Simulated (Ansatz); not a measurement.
Write a Python script for the Ansatz DFT code, driven from Python that makes a calculation of the elastic constants of Bi2Te3, space group R-3m. Use (first run): PBE, PAW, the default cutoff (420 eV here), 6×6×6 k-points, fixed occupations, D3BJ dispersion.

Contents of `bi2te3.xyz`:
```text
5
Lattice="2.193 1.26612914 10.16566667 -2.193 1.26612914 10.16566667 0.0 -2.53225828 10.16566667" Properties=species:S:1:pos:R:3 pbc="T T T"
Bi    0.00000000   -0.00000000   12.19880000
Bi    0.00000000   -0.00000000   18.29820000
Te    0.00000000    0.00000000    0.00000000
Te    0.00000000   -0.00000000    6.38912150
Te    0.00000000   -0.00000000   24.10787850
```

`bi2te3_elastic.py`:
```python
"""Elastic constants of Bi2Te3."""

from dataclasses import replace
import logging
import sys

import ansatz as az
import numpy as np

logging.basicConfig(stream=sys.stdout, format="%(name)s: %(message)s")
logger = logging.getLogger("calc")
logger.setLevel(logging.INFO)


def main() -> None:
    xtal = az.Crystal.from_extxyz("bi2te3.xyz")

    calc = (
        xtal.calculation()
        .functional("pbe", dispersion="d3bj")
        .occupations("fixed")
        .kpoints(6, 6, 6)
    )
    # relax, then strain
    rest = calc.relax(cell=True).run(threads=1, pin="off").lattice
    relaxed = az.Crystal(lattice=az.Lattice.of(rest.cell_ang))
    for site in rest.sites:
        relaxed = relaxed.atom(site.symbol, site.position_frac)
    calc = replace(calc, crystal=relaxed)
    logger.info("relaxed volume {:.3f} A^3".format(abs(np.linalg.det(rest.cell_ang))))
    done = calc.elastic("clamped_ion", amplitude=0.005).run(threads=1, pin="off")
    elastic = done.elastic

    print(np.array2string(np.round(elastic.c_gpa, 1) + 0.0, suppress_small=True))
    print("Voigt stress of the unstrained cell (GPa, tension positive):", np.round(elastic.sigma0_gpa, 3) + 0.0)
    print("smallest eigenvalue of C:", round(elastic.stability.min_eigenvalue_gpa, 1), "GPa; tensor positive definite:", elastic.stability.min_eigenvalue_gpa > 0)
    # averaged moduli need a positive definite tensor
    if elastic.stability.min_eigenvalue_gpa > 0:
        m = elastic.moduli
        logger.info(f"K = {m.k_hill_gpa:.1f}, G = {m.g_hill_gpa:.1f}, E = {m.youngs_gpa:.1f} GPa, Poisson ratio {m.poisson:.3f}, K/G = {m.k_hill_gpa / m.g_hill_gpa:.2f}")
        S = np.linalg.inv(elastic.c_gpa)
        print("Young modulus along x, y, z (GPa):", np.round(1 / np.diag(S)[:3], 1))
        print("linear compressibility along x, y, z (1/TPa):", np.round(1000 * S[:3, :3].sum(axis=1), 2))


if __name__ == "__main__":
    main()
```

`python bi2te3_elastic.py` gives:
```text
DeckWarning: basis.ecutwfc = 420 eV, auto-derived from the records' recommended cutoffs: set by Bi (normal level)
calc: relaxed volume 168.325 A^3
[[ 89.7  21.6  43.2 -29.6   0.    0. ]
 [ 21.6  89.7  43.2  29.6   0.    0. ]
 [ 43.2  43.2  78.5   0.    0.    0. ]
 [-29.6  29.6   0.   57.2   0.    0. ]
 [  0.    0.    0.    0.   57.2 -29.6]
 [  0.    0.    0.    0.  -29.6  34. ]]
Voigt stress of the unstrained cell (GPa, tension positive): [-0.019 -0.019  0.028  0.     0.     0.   ]
smallest eigenvalue of C: 13.8 GPa; tensor positive definite: True
calc: K = 52.5, G = 30.6, E = 76.8 GPa, Poisson ratio 0.256, K/G = 1.72
Young modulus along x, y, z (GPa): [47.2 47.2 45. ]
linear compressibility along x, y, z (1/TPa): [7.04 7.04 5.  ]
```
(Warnings from the package without file and line.)

Under fixed occupations the level called the Fermi level is the highest filled one on the SCF mesh; off the mesh a filled band can lie a little above it. A positive definite tensor excludes instabilities under uniform strain alone; phonons elsewhere in the zone can still be imaginary. Spin-orbit coupling, which matters for elements this heavy, is left out. These are clamped-ion constants: where atoms have free coordinates under strain, the relaxed-ion ones can be far smaller or negative, so this tensor doesn't settle whether the crystal is stable. The starting cell is as deposited in a crystallographic database; the results hold for this polymorph, which needn't be the stable one. The constants belong to the cell that was strained; where it wasn't relaxed first it may be under stress. Wall time of the script: 6.6 min on 1 thread of Intel(R) Xeon(R) Processor @ 2.30GHz, on a shared host, peak memory 1.1 GiB.

(A comment or docstring line of the script was reworded after the run, the code is as it ran.)
